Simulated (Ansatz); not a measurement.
**CH2ClF (chlorofluoromethane): r2SCAN0/aug-cc-pVDZ**

What is the electronic atomisation energy of CH2ClF (chlorofluoromethane) at r2SCAN0/aug-cc-pVDZ? 

The results are computed with Ansatz 0.2.0.

68 further runs of the same task are left out: 68 set aside as unsound or not needed.

### Step 1. The system as given

CH2ClF has 5 atoms, charge 0, and is taken as a singlet. As SMILES, `FCCl`. Geometry: relaxed at PBE0-D4/def2-TZVP.

Bond lengths: F1–C2 1.355 Å, C2–Cl3 1.766 Å, C2–H4 1.089 Å, C2–H5 1.089 Å. Angles: F1–C2–Cl3 110.5°, F1–C2–H4 109.3°, F1–C2–H5 109.3°, Cl3–C2–H4 107.8°, Cl3–C2–H5 107.8°, H4–C2–H5 112.3°.

### Step 2. A single-point energy at r2SCAN0/aug-cc-pVDZ

Input file run.yaml:

```yaml
crystal:
  periodic: [false, false, false]
  atoms:
    - {symbol: F, position_ang: [-0.970450, 0.560520, 0.766500]}
    - {symbol: C, position_ang: [0.083560, 0.089320, 0.058070]}
    - {symbol: Cl, position_ang: [-0.422970, -1.232890, -0.998060]}
    - {symbol: H, position_ang: [0.832130, -0.302600, 0.745580]}
    - {symbol: H, position_ang: [0.477720, 0.885670, -0.572080]}
basis:
  gaussian:
    orbitals: aug-cc-pVDZ
hamiltonian:
  xc: {name: r2SCAN0}
accuracy: high
output: {orbitals: {seedname: orbitals}}
```

The run is started by

```sh
$ ansatz run run.yaml --threads 1 --pin off --max-ram 3480MiB --events-out events.jsonl --progress --plain --runs-dir runs
```

The log of the run:

```text
Warning: RAYON_NUM_THREADS=1 ignored (pool sized by the plan → 1); use --threads N
Functional definition: r2SCAN0
  name "r2SCAN0"
  parameter a = 0.25
  parameter k0 = 0.174
  parameter k1 = 0.065
  parameter a1 = 4.9479
  exchange = (1 - a)*r2scan_x(k0 = k0, k1 = k1, a1 = a1) + a*exact_x
  correlation = r2scan_c
1830 factors; integrals over basis functions are off by at most 4.1e-9 eV
mean field evaluation 1: about -16305.1144 eV, gradient 2.4e1 eV
mean field evaluation 2: about -16304.9533 eV, gradient 2.7e1 eV
mean field evaluation 4: about -16306.3005 eV, gradient 1.0e0 eV
mean field evaluation 8: about -16306.3985 eV, gradient 9.6e-2 eV
mean field evaluation 16: about -16306.3986 eV, gradient 6.6e-6 eV
mean field -16306.39856850 eV, -599.2490945186 hartree, gradient 1.7e-8 eV, S^2 0.000000; 0 other end points of the search recorded, 0 dependent functions left out
reference -16306.39856989 eV, -599.2490945694 hartree; 17, 17 occupied and 74, 74 virtual orbitals, 1830 factors
Total energy: -16306.39856989 eV, -599.2490945694 hartree
```

Wall time 11 s (1 thread of Arm Neoverse V2, shared host); peak memory 0.3 GiB.

### Step 3. The C atom, same level

Input file job.yaml:

```yaml
crystal:
  periodic: [false, false, false]
  atoms:
    - {symbol: C, position_ang: [0.000000, 0.000000, 0.000000]}
basis:
  gaussian:
    orbitals: aug-cc-pVDZ
magnetization:
  spin_polarized: true
  initial_magnetization: 2
hamiltonian:
  xc: {name: r2SCAN0}
accuracy: high
```

Run the same way, it converges to -37.82919 Eh (log not shown).

### Step 4. The Cl atom

Input file molecule.yaml:

```yaml
crystal:
  periodic: [false, false, false]
  atoms:
    - {symbol: Cl, position_ang: [0.000000, 0.000000, 0.000000]}
basis:
  gaussian:
    orbitals: aug-cc-pVDZ
total_charge: 0
magnetization:
  spin_polarized: true
  initial_magnetization: 1
hamiltonian:
  xc: {name: r2SCAN0}
accuracy: high
```

Run the same way, it converges to -460.11108 Eh (log not shown).

### Step 5. The F atom at the same level

Input file job.yaml:

```yaml
crystal:
  periodic: [false, false, false]
  atoms:
    - {symbol: F, position_ang: [0.000000, 0.000000, 0.000000]}
basis:
  gaussian: {orbitals: aug-cc-pVDZ}
magnetization: {spin_polarized: true, initial_magnetization: 1}
hamiltonian: {xc: {name: r2SCAN0}}
accuracy: high
```

Run the same way, it converges to -99.69012 Eh (log not shown).

### Step 6. The H atom

Input file input.yaml:

```yaml
crystal:
  periodic: [false, false, false]
  atoms:
    - {symbol: H, position_ang: [0.000000, 0.000000, 0.000000]}
basis:
  gaussian: {orbitals: aug-cc-pVDZ}
magnetization: {spin_polarized: true, initial_magnetization: 1}
hamiltonian: {xc: {name: r2SCAN0}}
accuracy: high
```

Run the same way, it converges to -0.49942 Eh (log not shown).

### Step 7. Results

Level: r2SCAN0/aug-cc-pVDZ.

| quantity | value |
| --- | --- |
| molecule: total energy | -599.24909 Eh |
| molecule: HOMO energy | -9.11 eV |
| molecule: LUMO energy | 0.25 eV |
| molecule: HOMO–LUMO gap | 9.35 eV |
| C atom: total energy | -37.82919 Eh |
| C atom: ⟨S²⟩ | 2.007 |
| Cl atom: total energy | -460.11108 Eh |
| Cl atom: ⟨S²⟩ | 0.754 |
| F atom: total energy | -99.69012 Eh |
| F atom: ⟨S²⟩ | 0.752 |
| H atom: total energy | -0.49942 Eh |
| H atom: ⟨S²⟩ | 0.750 |
| electronic atomisation energy | 16.868 eV |

**Reading.** Taking the molecule apart into free atoms costs 16.87 eV (1627 kJ/mol), before zero-point energy and without spin-orbit coupling.
